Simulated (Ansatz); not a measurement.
# BiS (Pm-3m) in Ansatz: a series of runs

Runs on BiS. Level: PBE. Tasks: single point.

Program: Ansatz 0.2.0. These are calculated values, not measurements. Logs are shortened: lines on timing, memory, paths and dates and some standing lists are left out, and cuts for length are marked.

## (1) Starting point

The structure is cubic, space group Pm-3m (No. 221). Conventional cell: a = 4.003 Å, b = 4.003 Å, c = 4.003 Å, α = 90.00°, β = 90.00°, γ = 90.00°. Around Bi (site symmetry m-3m) lie 8 S at 3.47 Å. S (site symmetry m-3m) has 8 Bi at 3.47 Å as nearest neighbours.

The cell was built by a generator and needn't be a form met in nature.

## (2) Single point, PBE

File input.yaml:

```yaml
crystal:
  lattice:
    - [4.00294434, 0.0, 0.0]
    - [0.0, 4.00294434, 0.0]
    - [0.0, 0.0, 4.00294434]
  atoms:
    - { symbol: Bi, position: [0.5, 0.5, 0.5] }
    - { symbol: S, position: [0.0, 0.0, 0.0] }
hamiltonian:
  xc: pbe
  pseudopotentials: { kind: paw }
kpoints:
  mp_grid: { grid: [7, 7, 7] }
scf:
  occupations: { method: gaussian, width: 0.027 }
output:
  forces: true
  stress: true
  eigenvalues: true
  write_density: true
  write_potential: true
  elf: true
  volumetric_format: npy
```

Potentials or basis: Ansatz PAW.

The run is started by

```bash
$ ansatz run input.yaml --threads 2 --pin off --max-ram 5632MiB --backend cpu --events-out ev --progress --plain --runs-dir out
```

Standard output:

```text
Warning: RAYON_NUM_THREADS=2 ignored (pool sized by the plan → 2); use --threads N
Engine: ansatz 0.2.0, x86_64-unknown-linux-gnu
Pseudopotentials: kind: paw
Pseudopotential: Bi, paw, valence charge 15, recommended cutoff 420 eV (normal), Bi.paw.azcp
Pseudopotential: S, paw, valence charge 6, recommended cutoff 420 eV (normal), S.paw.azcp
Functional definition: PBE
  parameter kappa = 0.804
  parameter beta = 0.06672455060314922
  exchange = pbe_x(kappa = kappa, mu = beta*pi^2/3)
  correlation = pbe_c(beta = beta)
Crystal: 2 atoms, lattice volume = 64.141 Å³
Basis set: ecut = 420 eV, 1237 PW (Γ), exchange–correlation on 54×54×54 points (8 copies of the dense FFT grid, shifted against one another)
Bands: 15, of which v1, the nominal top of the filled ones, is band 11 counted from 1 (10 counted from 0)
Symmetry: 48 space group operations
Space group: Pm-3m (ITA 221), of the structure as read, at distance tolerance 4.0e-5 Å
k-points: 20 of 343
Non-local potential: Bi, projectors of the file, l = 0: 2, l = 1: 2, l = 2: 2, l = 3: 2
Non-local potential: S, projectors of the file, l = 0: 2, l = 1: 2, l = 2: 2
PAW form: soft (Blöchl's): semilocal exchange-correlation on the pseudo side does not see the compensation charge
PAW one-centre angular grid: Bi, 590 points (default); XC on 64 Gauss nodes
PAW one-centre angular grid: S, 110 points (default); XC on 64 Gauss nodes
Initial density: superposition of atomic densities (neutral atoms: chi_scale 0, normalization atom), corrected by the library's trained network
Initial wavefunctions: pseudopotential atomic-orbital guess
Functional: x = pbe(κ = 0.804, μ = 0.2195149727645171), c = pbe(β = 0.06672455060314922)
SCF iter   1: F=—  HF=-13297.719306 eV  |F-HF|=—  |Δ(HF+E_count)|=         —  Δρ=1.13e-3  dr2=1.65e-3  ethr=1.77e-3  ⟨swp⟩=6.6  Hψ=1710  notcnv=0
preconditioner: auto → Resta (q_TF=auto, 2.265 Å⁻¹)  ε∞=3.7  [insulator: Δε(μ)=0.125 eV  Ē_g=9.360 eV  σ=0.027 eV  W_gap=0.86  n_scr=18 (ndim 8)  ℏωp=15.4 eV  f_vac=0.000  D(μ)=1.81/eV (n_scr^D=18)  ε∞_Penn≈3.7]
SCF iter   2: F=—  HF=-13297.718794 eV  |F-HF|=—  |Δ(HF+E_count)|=   5.12e-4  Δρ=5.26e-4  dr2=2.39e-4  ethr=7.86e-6  ⟨swp⟩=2.6  Hψ=741  notcnv=0  defer=6
SCF iter   3: F=—  HF=-13297.718928 eV  |F-HF|=—  |Δ(HF+E_count)|=   1.34e-4  Δρ=2.08e-4  dr2=3.16e-5  ethr=1.14e-6  ⟨swp⟩=2.8  Hψ=495  notcnv=0  defer=6
SCF iter   4: F=—  HF=-13297.719025 eV  |F-HF|=—  |Δ(HF+E_count)|=   9.70e-5  Δρ=5.70e-5  dr2=2.26e-6  ethr=1.50e-7  ⟨swp⟩=2.1  Hψ=369  notcnv=0  defer=6
iter 5 did not close the SCF: its close was put off for the readings that it lacked (scf_convergence_deferred on its scf_iter line)
SCF iter   5: F=-13297.719027 eV  HF=-13297.719027 eV  |F-HF|=1.86e-8  |Δ(HF+E_count)|=   2.03e-6  Δρ=8.03e-6  dr2=4.71e-8  ethr=1.08e-8  ⟨swp⟩=2.5  Hψ=406  notcnv=0  defer=6
SCF iter   6: F=-13297.719027 eV  HF=-13297.719027 eV  |F-HF|=3.85e-9  |Δ(HF+E_count)|=   4.23e-8  Δρ=2.64e-6  dr2=5.42e-9  ethr=2.24e-10  ⟨swp⟩=9.2  Hψ=2065  notcnv=0
SCF 1 converged in 6 iterations: F = -13297.719027 eV  dr2 = 5.42e-9
SCF converged after 6 iterations
Free energy (F): -13297.719027 eV
Harris-Foulkes:  -13297.719027 eV  (|F-HF|=3.85e-9)
Internal energy: -13297.718362 eV  (E = F + TS)
E sigma→0 (E₀):  -13297.718694 eV
Entropy (-TS):   -0.000666 eV (-0.333 meV/atom)
Fermi energy:    6.811134 eV
--- Per-component energies (eV) ---
  E_band       = -157.185841
  E_kinetic    = 398.712672
  E_local      = -1746.032073  (includes V_loc(G=0)·N_el)
  E_nonlocal   = 589.709911
  E_hartree    = 558.712624
  E_xc         = -244.258706
  E_vxc        = -225.927093  (∫ρ·V_xc dr)
  E_paw        = -11262.983490  (= ΣΔE_a)
  E_vpaw       = -291.074885  (= ΣTr[D̂ρ^β])
  E_aug_tail   = -0.000441  (compensation charges beyond the density's cutoff)
  E_ewald      = -1591.578859
  E_smearing   = -0.000666  (= −TS)
  E_closure    = 0.000000  (closes the sum)
  Σ components = -13297.719027   (vs F -13297.719027, Δ=0.00e0)
--- Forces (eV/Å), atoms counted from 1 ---
  atom   1  Bi     0.00000000     0.00000000     0.00000000
  atom   2  S     -0.00000000     0.00000000    -0.00000000
  max |Σ_I F_I| component: 1.21e-28 eV/Å
--- Stress (GPa, compression-positive) ---
      -10.895191      -0.000000       0.000000
        0.000000     -10.895191       0.000000
        0.000000       0.000000     -10.895191
  P = ⅓ Tr σ = -10.8952 GPa (-108.952 kbar)
--- Band table (eV; the first three rows and the last of 20) ---
  k-point 0: bands = ["-17.0152", "-17.0152", "-16.9707", "-16.9707", "-16.9707", "-6.3374", "-3.2890", "4.5549", "4.5549", "4.5549", "9.2452", "9.2452", "9.2452", "11.2272", "11.2272"]
  k-point 1: bands = ["-17.0151", "-17.0094", "-16.9723", "-16.9723", "-16.9706", "-6.2083", "-3.4226", "4.4048", "4.6819", "4.6819", "8.2472", "9.0183", "9.0183", "11.3951", "12.1437"]
  k-point 2: bands = ["-17.0147", "-16.9961", "-16.9758", "-16.9758", "-16.9702", "-5.8438", "-3.8117", "4.2763", "5.0208", "5.0208", "6.7079", "8.4515", "8.4515", "11.8974", "13.9570"]
  k-point 19: bands = ["-16.9869", "-16.9867", "-16.9867", "-16.9690", "-16.9690", "-4.7951", "-3.5079", "3.6406", "3.9659", "3.9659", "5.3605", "5.3605", "5.9625", "15.8068", "16.3441"]
```

v_z.tsv:

```text
# z_ang	v_es[eV]	v_tot[eV]
# format = ansatz-planar-average/11
# xc	pbe
# density_cutoff_ev	1680
# datasets	Bi=:simpson_from_first_knot:soft	S=:simpson_from_first_knot:soft
# lattice	4.002944340	0.000000000	0.000000000
# lattice	0.000000000	4.002944340	0.000000000
# lattice	0.000000000	0.000000000	4.002944340
# sites	2
# site	83	2.001472170	2.001472170	2.001472170
# site	16	0.000000000	0.000000000	0.000000000
0.000000	4.452661e0	-4.965813e0
0.148257	4.530996e0	-4.783450e0
0.296514	4.816731e0	-4.255428e0
0.444772	5.432625e0	-3.400519e0
0.593029	6.338913e0	-2.338118e0
0.741286	7.123564e0	-1.434346e0
[... 19 lines left out ...]
3.706430	4.816731e0	-4.255428e0
3.854687	4.530996e0	-4.783450e0
```

Run time: 0.55 s. Hardware: 2 threads of AMD EPYC 9R45 (Zen 5), shared host; peak memory 0.37 GiB.

Results:

| Quantity | Value |
| --- | --- |
| Free energy | -13297.7190 eV |
| Pressure | -10.9 GPa |
| Band gap on the k mesh | none (metal or under the smearing width) |

Levels at points of the mesh, in eV from the Fermi level:
```csv
k point,band 8,band 9,band 10,band 11,band 12,band 13
"(0.00, 0.00, 0.00)",-2.26,-2.26,-2.26,2.43,2.43,2.43
```

Caveat: spin-orbit coupling is left out, which moves the levels of the heavy elements.

## (3) Single point, PBE

input.yaml, as its differences from that of step 2:

```diff
@@ -14,3 +14,3 @@
 scf:
-  occupations: { method: gaussian, width: 0.027 }
+  occupations: { method: gaussian, width: 0.028 }
 output:
@@ -19,5 +19 @@
   eigenvalues: true
-  write_density: true
-  write_potential: true
-  elf: true
-  volumetric_format: npy
```

Potentials or basis: Ansatz PAW.

The run is started by

```bash
$ ansatz run input.yaml --threads 2 --pin off --max-ram 5632MiB --backend cpu --events-out ev --progress --plain --runs-dir out
```

Standard output:

```text
Warning: RAYON_NUM_THREADS=2 ignored (pool sized by the plan → 2); use --threads N
[... 9 set-up lines as earlier in the session ...]
Crystal: 2 atoms, lattice volume = 64.141 Å³
Basis set: ecut = 420 eV, 1237 PW (Γ), exchange–correlation on 54×54×54 points (8 copies of the dense FFT grid, shifted against one another)
Bands: 15, of which v1, the nominal top of the filled ones, is band 11 counted from 1 (10 counted from 0)
[... 2 set-up lines as earlier in the session ...]
k-points: 20 of 343
[... 8 set-up lines as earlier in the session ...]
SCF iter   1: F=—  HF=-13297.719331 eV  |F-HF|=—  |Δ(HF+E_count)|=         —  Δρ=1.13e-3  dr2=1.65e-3  ethr=1.77e-3  ⟨swp⟩=6.5  Hψ=1709  notcnv=0
preconditioner: auto → Resta (q_TF=auto, 2.265 Å⁻¹)  ε∞=3.7  [insulator: Δε(μ)=0.125 eV  Ē_g=9.360 eV  σ=0.028 eV  W_gap=0.87  n_scr=18 (ndim 8)  ℏωp=15.4 eV  f_vac=0.000  D(μ)=1.76/eV (n_scr^D=18)  ε∞_Penn≈3.7]
SCF iter   2: F=—  HF=-13297.718819 eV  |F-HF|=—  |Δ(HF+E_count)|=   5.11e-4  Δρ=5.26e-4  dr2=2.39e-4  ethr=7.85e-6  ⟨swp⟩=2.5  Hψ=750  notcnv=0  defer=6
SCF iter   3: F=—  HF=-13297.718955 eV  |F-HF|=—  |Δ(HF+E_count)|=   1.36e-4  Δρ=2.08e-4  dr2=3.15e-5  ethr=1.14e-6  ⟨swp⟩=2.8  Hψ=496  notcnv=0  defer=6
SCF iter   4: F=—  HF=-13297.719050 eV  |F-HF|=—  |Δ(HF+E_count)|=   9.49e-5  Δρ=5.69e-5  dr2=2.25e-6  ethr=1.50e-7  ⟨swp⟩=2.1  Hψ=366  notcnv=0  defer=6
iter 5 did not close the SCF: its close was put off for the readings that it lacked (scf_convergence_deferred on its scf_iter line)
SCF iter   5: F=-13297.719052 eV  HF=-13297.719052 eV  |F-HF|=1.89e-8  |Δ(HF+E_count)|=   2.02e-6  Δρ=8.02e-6  dr2=4.66e-8  ethr=1.07e-8  ⟨swp⟩=2.5  Hψ=399  notcnv=0  defer=6
SCF iter   6: F=-13297.719052 eV  HF=-13297.719052 eV  |F-HF|=3.77e-9  |Δ(HF+E_count)|=   4.16e-8  Δρ=2.62e-6  dr2=5.32e-9  ethr=2.22e-10  ⟨swp⟩=5.5  Hψ=1333  notcnv=0
SCF 1 converged in 6 iterations: F = -13297.719052 eV  dr2 = 5.32e-9
SCF converged after 6 iterations
Free energy (F): -13297.719052 eV
Harris-Foulkes:  -13297.719052 eV  (|F-HF|=3.77e-9)
Internal energy: -13297.718356 eV  (E = F + TS)
E sigma→0 (E₀):  -13297.718704 eV
Entropy (-TS):   -0.000696 eV (-0.348 meV/atom)
Fermi energy:    6.810210 eV
--- Per-component energies (eV) ---
  E_band       = -157.185896
  E_kinetic    = 398.712608
  E_local      = -1746.031901  (includes V_loc(G=0)·N_el)
  E_nonlocal   = 589.709814
  E_hartree    = 558.712569
  E_xc         = -244.258655
  E_vxc        = -225.927033  (∫ρ·V_xc dr)
  E_paw        = -11262.983491  (= ΣΔE_a)
  E_vpaw       = -291.074889  (= ΣTr[D̂ρ^β])
  E_aug_tail   = -0.000441  (compensation charges beyond the density's cutoff)
  E_ewald      = -1591.578859
  E_smearing   = -0.000696  (= −TS)
  E_closure    = 0.000000  (closes the sum)
  Σ components = -13297.719052   (vs F -13297.719052, Δ=0.00e0)
--- Forces (eV/Å), atoms counted from 1 ---
  atom   1  Bi     0.00000000     0.00000000     0.00000000
  atom   2  S     -0.00000000    -0.00000000    -0.00000000
  max |Σ_I F_I| component: 1.32e-28 eV/Å
--- Stress (GPa, compression-positive) ---
      -10.895650       0.000000       0.000000
       -0.000000     -10.895650      -0.000000
        0.000000       0.000000     -10.895650
  P = ⅓ Tr σ = -10.8957 GPa (-108.957 kbar)
--- Band table (eV; the first three rows and the last of 20) ---
  k-point 0: bands = ["-17.0152", "-17.0152", "-16.9707", "-16.9707", "-16.9707", "-6.3374", "-3.2890", "4.5549", "4.5549", "4.5549", "9.2452", "9.2452", "9.2452", "11.2272", "11.2272"]
  k-point 1: bands = ["-17.0151", "-17.0094", "-16.9723", "-16.9723", "-16.9706", "-6.2083", "-3.4226", "4.4048", "4.6819", "4.6819", "8.2472", "9.0183", "9.0183", "11.3951", "12.1437"]
  k-point 2: bands = ["-17.0147", "-16.9961", "-16.9758", "-16.9758", "-16.9702", "-5.8438", "-3.8117", "4.2762", "5.0207", "5.0207", "6.7079", "8.4515", "8.4515", "11.8974", "13.9570"]
  k-point 19: bands = ["-16.9869", "-16.9867", "-16.9867", "-16.9690", "-16.9690", "-4.7951", "-3.5079", "3.6406", "3.9659", "3.9659", "5.3605", "5.3605", "5.9625", "15.8068", "16.3441"]
```

It took 0.47 s on 2 threads of AMD EPYC 9R45 (Zen 5), shared host; peak memory 0.37 GiB.

What came out:

```yaml
Free_energy: -13297.7191 eV
Pressure: -10.9 GPa
Band_gap_on_the_k_mesh: none (metal or under the smearing width)
```

Caveat: spin-orbit coupling is left out, which moves the levels of the heavy elements.
